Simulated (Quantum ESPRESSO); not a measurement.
Runs of Quantum ESPRESSO 7.5 on Sb. The cell holds a sheet with vacuum, 2 atoms: a = 3.133 Å, b = 3.133 Å, c = 31.360 Å, α = 90.00°, β = 90.00°, γ = 90.00°. The cell was built by a generator and needn't be a form met in nature.

```tsv
smearing	gap on the mesh (eV)	largest force (eV/Å)	work function (eV)
gaussian 0.2 eV	none	0.03	3.74
gaussian 0.05 eV	none	0.12	(b)
gaussian 0.01 eV	none	0.11	3.68
gaussian 0.025 eV	none	0.12	3.68
gaussian 0.1 eV	none	0.06	(a)
```

Alike in all rows: task work function; level PBE; potentials or basis PseudoDojo 0.4.1 SR PBE standard; no spin polarisation; cell as given; k mesh 9 × 9 × 1; cutoff (eV) 1088.

Question: Fill in the values left out.

Answer: (a) 3.70; (b) 3.69.

A k mesh can miss the band edges, and the runs leave out spin-orbit coupling on Sb.

A gap of «none» marks a metal or a gap under the smearing width.
